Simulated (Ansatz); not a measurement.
A run of Ansatz 0.2.0 is set up as follows.

Contents of input.yaml:

```yaml
crystal:
  lattice:
    - [3.191423, 0.0, 0.0]
    - [0.0, 3.191423, 0.0]
    - [0.0, 0.0, 4.485164]
  atoms:
    - { symbol: Hf, position: [0.0, 0.0, 0.0] }
    - { symbol: Mo, position: [0.5, 0.5, 0.5] }
    - { symbol: C, position: [0.5, 0.5, 0.0] }
    - { symbol: C, position: [0.0, 0.0, 0.5] }
hamiltonian:
  xc: pbe
  pseudopotentials: { kind: paw }
kpoints:
  mp_grid: { grid: [8, 8, 6] }
  band_path:
    path:
      - [[0.0, 0.0, 0.0], [0.0, 0.5, 0.0], [0.5, 0.5, 0.0], [0.0, 0.0, 0.0], [0.0, 0.0, 0.5], [0.0, 0.5, 0.5], [0.5, 0.5, 0.5], [0.0, 0.0, 0.5]]
      - [[0.0, 0.5, 0.0], [0.0, 0.5, 0.5]]
      - [[0.5, 0.5, 0.0], [0.5, 0.5, 0.5]]
    npoints: 14
scf:
  occupations: { method: fermi_dirac, width: 0.05 }
  n_extra_bands: 10
output:
  forces: true
  stress: true
  eigenvalues: true
  fatbands: false
```

Potentials or basis: Ansatz PAW.

Run with:

```console
$ ansatz run input.yaml --threads 2 --pin off --max-ram 5632MiB --backend cpu --events-out ev --progress --plain --runs-dir out
```

Task: Estimate the pressure.

Result: -1.3 GPa.

Task: Predict the band gap on the k mesh.

Result: None (metal or under the smearing width).

Levels at the corners of the path, in eV from the Fermi level:
```tsv
point	band 21	band 22	band 23	band 24	band 25	band 26	band 27	band 28
Γ	-1.35	-1.21	-1.21	-0.40	-0.39	0.10	0.14	0.14
X	-4.26	-3.80	-3.72	-0.41	0.96	2.21	3.14	3.26
M	-3.85	-1.25	-1.04	-1.04	-0.94	1.08	1.40	2.47
Γ	-1.35	-1.21	-1.21	-0.40	-0.39	0.10	0.14	0.14
Z	-2.17	-2.17	-1.74	-1.74	-1.41	-0.28	2.10	2.10
R	-5.16	-4.38	-4.28	1.02	1.06	1.74	4.52	5.30
A	-4.21	-4.21	-4.21	1.10	1.10	1.40	3.09	3.09
Z	-2.17	-2.17	-1.74	-1.74	-1.41	-0.28	2.10	2.10
X	-4.26	-3.80	-3.72	-0.41	0.96	2.21	3.14	3.26
R	-5.16	-4.38	-4.28	1.02	1.06	1.74	4.52	5.30
M	-3.85	-1.25	-1.04	-1.04	-0.94	1.08	1.40	2.47
A	-4.21	-4.21	-4.21	1.10	1.10	1.40	3.09	3.09
```

Caveat: spin-orbit coupling is left out, which moves the levels of the heavy elements.
